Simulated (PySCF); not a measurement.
**C₃H₁₁PSi₂: geometry, electronic excitations**

What electronic excitations should C₃H₁₁PSi₂ (`C=C(C)[SiH2]P[SiH3]`) show?

Computed with PySCF 2.14.0, with density-fitted response routines of our own, on a single molecule in the gas phase. Atoms are numbered from 0 throughout.

### Step 1. The molecule as given

17 atoms, charge 0, multiplicity 1; geometry from: GFN2-xTB.

Bonds of the start (Å): C0–C1 1.33, C1–C2 1.50, C1–Si3 1.89, Si3–P4 2.24, P4–Si5 2.23, C0–H6 1.08, C0–H7 1.08, C2–H8 1.09, C2–H9 1.09, C2–H10 1.09, Si3–H11 1.47, Si3–H12 1.47, P4–H13 1.38, Si5–H14 1.46, Si5–H15 1.46, Si5–H16 1.47.

### Step 2. Geometry optimisation at PBE0-D3(BJ)/def2-SVP

What the job is given:

```
{"job": {"xc": "PBE0", "basis": "def2-SVP", "d3": "d3bj", "grid": 1, "kind": "geom"}, "charge": 0, "multiplicity": 1}
C     -1.928592     0.108695     1.391497
C     -1.305945    -0.295054     0.293049
C     -1.102620    -1.747264    -0.008053
Si    -0.605514     0.916544    -0.976969
P      1.409608     0.134293    -1.565675
Si     2.609910     0.509412     0.273798
H     -2.322254    -0.586731     2.118479
H     -2.078272     1.152491     1.609246
H     -1.455932    -2.379923     0.804315
H     -0.043001    -1.945773    -0.178812
H     -1.633256    -2.016950    -0.920571
H     -0.579610     2.274450    -0.416747
H     -1.409387     0.916984    -2.206156
H      1.802244     1.279585    -2.224803
H      4.016474     0.381497    -0.106288
H      2.236337    -0.522116     1.240852
H      2.382813     1.831889     0.862926
```

The program printed:

```text
step   0  E = -1040.37595067  max force = 0.021413
step   1  E = -1040.38111857  max force = 0.003663
step   2  E = -1040.38144238  max force = 0.000936
step   3  E = -1040.38158879  max force = 0.001873
step   4  E = -1040.38169797  max force = 0.001652
step   5  E = -1040.38182723  max force = 0.000972
step   6  E = -1040.38197127  max force = 0.001559
step   7  E = -1040.38203414  max force = 0.001609
step   8  E = -1040.38207639  max force = 0.000678
step   9  E = -1040.38209107  max force = 0.000285
optimisation converged
```

Wall time 1.7 min (1 thread, shared host).

Along the way:

```
step  energy from step 0 (eV)  largest force component (eV/Å)
   0                   0.0000                          1.1011
   1                  -0.1406                          0.1884
   2                  -0.1494                          0.0481
   3                  -0.1534                          0.0963
   4                  -0.1564                          0.0849
   5                  -0.1599                          0.0500
   6                  -0.1638                          0.0802
   7                  -0.1655                          0.0827
   8                  -0.1667                          0.0349
   9                  -0.1671                          0.0147
```

Distances of close pairs at the start and the end, largest changes first:

```csv
bond,before (Å),after (Å),change (Å)
P4–H13,1.379,1.429,+0.050
P4–Si5,2.228,2.263,+0.035
Si5–H14,1.463,1.494,+0.032
Si5–H16,1.465,1.496,+0.031
Si3–P4,2.240,2.270,+0.030
Si5–H15,1.462,1.492,+0.030
Si3–H12,1.469,1.496,+0.028
Si3–H11,1.469,1.495,+0.026
```

The next job starts from the end point, and lists it.

```
                         at the end point                value
  point group (found at 0.08 Å tolerance)                   C1
rotational constants (GHz, main isotopes)  2.263, 1.219, 1.041
                        dipole moment (D)                 0.98
```

### Step 3. TDDFT and polarisability: PBE0/aug-cc-pVDZ

What the job is given:

```
{"job": {"kind": "uv", "xc": "PBE0", "basis": "aug-cc-pVDZ"}, "charge": 0, "multiplicity": 1}
C     -1.599396    -0.023539     1.236234
C     -1.320137    -0.502117     0.014604
C     -1.319744    -1.970580    -0.298069
Si    -0.824014     0.691456    -1.347327
P      1.290076     0.116957    -1.943715
Si     2.159532     0.404694     0.125585
H     -1.853981    -0.693343     2.067215
H     -1.585888     1.047965     1.458679
H     -1.591961    -2.575289     0.580526
H     -0.325747    -2.300286    -0.646278
H     -2.025510    -2.205479    -1.111908
H     -0.915945     2.096383    -0.845021
H     -1.693073     0.538520    -2.555777
H      1.652140     1.414903    -2.418462
H      3.635810     0.593216    -0.010709
H      1.898707    -0.841210     0.904750
H      1.587545     1.571763     0.867175
```

Level: TDDFT PBE0/aug-cc-pVDZ, vertical, gas phase, core orbitals frozen in the response.

The program printed:

```text
coarse grid: 14952 points
cycle   1  E = -1040.7002644799  dE =  1.628e-01  |g| = 3.194e-01  |ddm| = 1.123e+01
cycle   2  E = -1040.6943876493  dE =  5.877e-03  |g| = 3.507e-01  |ddm| = 2.309e+00
cycle   3  E = -1040.7298886279  dE = -3.550e-02  |g| = 4.314e-02  |ddm| = 1.048e+00
cycle   4  E = -1040.7301802526  dE = -2.916e-04  |g| = 3.088e-02  |ddm| = 1.718e-01
cycle   5  E = -1040.7304263307  dE = -2.461e-04  |g| = 6.650e-03  |ddm| = 7.410e-02
cycle   6  E = -1040.7304387838  dE = -1.245e-05  |g| = 1.606e-03  |ddm| = 1.858e-02
cycle   7  E = -1040.7304396294  dE = -8.455e-07  |g| = 3.565e-04  |ddm| = 5.559e-03
final grid: 128496 points
cycle   8  E = -1040.7501600263  dE = -2.383e-05  |g| = 6.289e-03  |ddm| = 2.376e-01
cycle   9  E = -1040.7501544944  dE =  5.532e-06  |g| = 7.631e-03  |ddm| = 4.425e-02
cycle  10  E = -1040.7501715090  dE = -1.701e-05  |g| = 8.130e-04  |ddm| = 2.177e-02
cycle  11  E = -1040.7501716746  dE = -1.656e-07  |g| = 2.311e-04  |ddm| = 2.025e-03
cycle  12  E = -1040.7501716880  dE = -1.341e-08  |g| = 8.346e-05  |ddm| = 7.399e-04
cycle  13  E = -1040.7501716902  dE = -2.181e-09  |g| = 2.129e-05  |ddm| = 2.678e-04
cycle  14  E = -1040.7501716903  dE = -1.235e-10  |g| = 2.943e-06  |ddm| = 6.928e-05
converged SCF energy = -1040.7501716903

Static polarisability (au): isotropic 124.656, principal 110.171 127.722 136.075

Singlet excitations
state   eV       nm        f      main configurations
  1   5.6378    219.9   0.06175   H->L 0.83
  2   5.8941    210.4   0.05238   H->L+1 0.68, H->L+2 0.14
  3   6.0584    204.6   0.01152   H->L+2 0.79, H->L+1 0.13
  4   6.2186    199.4   0.04593   H->L+3 0.88
  5   6.3923    194.0   0.06167   H-1->L 0.44, H-1->L+1 0.30, H-1->L+2 0.09
  6   6.4079    193.5   0.08503   H-1->L+1 0.43, H-1->L 0.33, H->L+4 0.09
  7   6.5800    188.4   0.00544   H-3->L 0.49, H-2->L 0.17, H->L+4 0.10
  8   6.6070    187.7   0.01325   H->L+4 0.36, H->L+7 0.17, H->L+5 0.14
  9   6.6790    185.6   0.02651   H->L+6 0.55, H-1->L+2 0.12
 10   6.7014    185.0   0.01176   H->L+5 0.29, H->L+4 0.21, H-1->L+3 0.14

Triplet excitations (Tamm-Dancoff, eV): 4.0706 5.2419 5.4195 5.4646
```

It took 53 s on 1 thread, shared host.

Frontier orbitals and where they lie:

| orbital | eV | atoms |
| --- | --- | --- |
| HOMO−3 | -8.73 | C1 28 %, Si3 16 %, C0 11 % |
| HOMO−2 | -8.47 | P4 32 %, Si5 16 %, Si3 16 % |
| HOMO−1 | -7.72 | C0 27 %, C1 24 %, P4 17 % |
| HOMO | -7.19 | P4 55 %, C0 10 %, Si3 8 % |
| LUMO | -0.59 | C0 30 %, C1 22 %, Si3 11 % |
| LUMO+1 | -0.27 | P4 14 %, Si3 8 %, H13 8 % |
| LUMO+2 | -0.05 | Si5 27 %, Si3 21 %, P4 10 % |

With each of the 10 states as a Gaussian band of 0.4 eV half-width at 1/e, the curve within the window shown has maxima at 195 nm (ε 9,700) L/(mol cm). Beyond the last state computed it falls off for lack of states. The curve at chosen wavelengths:

```
 nm  ε (L/mol/cm)
177          1777
180          3171
183          4936
185          6190
188          7920
191          9164
194          9720
196          9708
199          9247
202          8484
205          7655
207          7138
210          6449
213          5837
216          5246
218          4837
221          4189
224          3509
227          2828
229          2395
232          1804
235          1304
238           907
240           697
243           455
246           287
```

Further results of this job:

```csv
property,computed
dipole moment (D),0.88
polarisability (Å³),18.47
HOMO–LUMO gap (eV),6.60
−ε(HOMO) (eV),7.19
```

### Step 4. Excited states and response: PBE0/6-31+G*

Settings changed since step 3:

```diff
@@ -1,2 +1,2 @@
-{"job": {"kind": "uv", "xc": "PBE0", "basis": "aug-cc-pVDZ"}, "charge": 0, "multiplicity": 1}
+{"job": {"kind": "uv", "xc": "PBE0", "basis": "6-31+G*"}, "charge": 0, "multiplicity": 1}
 C     -1.599396    -0.023539     1.236234
```

With the program's defaults for keys left out, this is: TDDFT PBE0/6-31+G*, vertical, gas phase, core orbitals frozen in the response.

The program printed:

```text
coarse grid: 14952 points
cycle   1  E = -1040.7248963441  dE =  1.357e-01  |g| = 3.281e-01  |ddm| = 6.068e+00
cycle   2  E = -1040.7190046502  dE =  5.892e-03  |g| = 3.592e-01  |ddm| = 2.729e+00
cycle   3  E = -1040.7567285764  dE = -3.772e-02  |g| = 4.058e-02  |ddm| = 2.101e+00
cycle   4  E = -1040.7569370038  dE = -2.084e-04  |g| = 3.084e-02  |ddm| = 1.575e-01
cycle   5  E = -1040.7571837917  dE = -2.468e-04  |g| = 5.661e-03  |ddm| = 7.218e-02
cycle   6  E = -1040.7571927345  dE = -8.943e-06  |g| = 1.533e-03  |ddm| = 2.130e-02
final grid: 128496 points
cycle   7  E = -1040.6821186165  dE = -1.632e-05  |g| = 7.094e-03  |ddm| = 9.076e-02
cycle   8  E = -1040.6821110328  dE =  7.584e-06  |g| = 8.644e-03  |ddm| = 6.715e-02
cycle   9  E = -1040.6821346704  dE = -2.364e-05  |g| = 3.429e-04  |ddm| = 4.046e-02
cycle  10  E = -1040.6821347013  dE = -3.091e-08  |g| = 1.387e-04  |ddm| = 2.137e-03
cycle  11  E = -1040.6821347059  dE = -4.579e-09  |g| = 5.056e-05  |ddm| = 4.798e-04
cycle  12  E = -1040.6821347065  dE = -5.602e-10  |g| = 2.441e-05  |ddm| = 1.758e-04
converged SCF energy = -1040.6821347065

Static polarisability (au): isotropic 114.438, principal 99.729 116.963 126.621

Singlet excitations
state   eV       nm        f      main configurations
  1   5.7166    216.9   0.08589   H->L 0.83
  2   5.9481    208.4   0.04746   H->L+1 0.85
  3   6.1875    200.4   0.01740   H->L+2 0.65, H->L+3 0.23
  4   6.3027    196.7   0.04968   H->L+3 0.68, H->L+2 0.23
  5   6.4463    192.3   0.06390   H-1->L 0.46, H-1->L+1 0.38
  6   6.5335    189.8   0.10743   H-1->L+1 0.47, H-1->L 0.31, H-1->L+2 0.09
  7   6.6909    185.3   0.00378   H-3->L 0.55, H-2->L 0.22
  8   6.7319    184.2   0.02526   H->L+4 0.65, H-3->L 0.10, H->L+5 0.09
  9   6.8659    180.6   0.01274   H-1->L+3 0.61, H->L+5 0.13, H->L+4 0.09
 10   6.9221    179.1   0.00122   H->L+6 0.35, H->L+5 0.23, H-1->L+3 0.14

Triplet excitations (Tamm-Dancoff, eV): 4.0700 5.2385 5.4317 5.5227
```

It took 22 s on 1 thread, shared host.

Key values: HOMO -7.19 eV, LUMO -0.54 eV; lowest singlet 5.72 eV.

### Step 5. Side by side: electronic excitations

Excitations and ground-state properties, with basis size and wall time:

| run | lowest singlet (eV) | brightest (eV) | f | gap (eV) | α (Å³) | μ (D) | functions | time |
| --- | --- | --- | --- | --- | --- | --- | --- | --- |
| PBE0/aug-cc-pVDZ | 5.64 | 6.41 | 0.085 | 6.60 | 18.47 | 0.88 | 249 | 53 s |
| PBE0/6-31+G* | 5.72 | 6.53 | 0.107 | 6.65 | 16.96 | 0.99 | 142 | 22 s |

### Step 6. Outcome

| quantity | value |
| --- | --- |
| point group | C1 |
| rotational constants (main isotopes) | 2.26, 1.22, 1.04 GHz |
| lowest singlet (PBE0/aug-cc-pVDZ) | 5.64 eV (220 nm), f = 0.062 |
| brightest single state of those computed | state 6, 6.41 eV, f = 0.085 |
| lowest triplet | 4.07 eV |
| range of the lowest singlet | 5.64 to 5.72 eV |

**Reading.** Over 9 steps the energy fell by 0.167 eV; of the bonded pairs, P4–H13 changed most, 1.379 to 1.429 Å. The lowest singlet, at 5.64 eV, is HOMO→LUMO 0.83 and is bright; of the 10 states computed, the strongest absorption comes from states 5 to 6 together at 6.41 eV. The lowest triplet lies 1.57 eV below the lowest singlet (triplets in Tamm-Dancoff, singlets in full TDDFT). The lowest singlet runs from 5.64 eV (PBE0/aug-cc-pVDZ) to 5.72 eV (PBE0/6-31+G*), while the orbital gap spans 6.60 to 6.65 eV. The lowest state need not be the same one in every run.
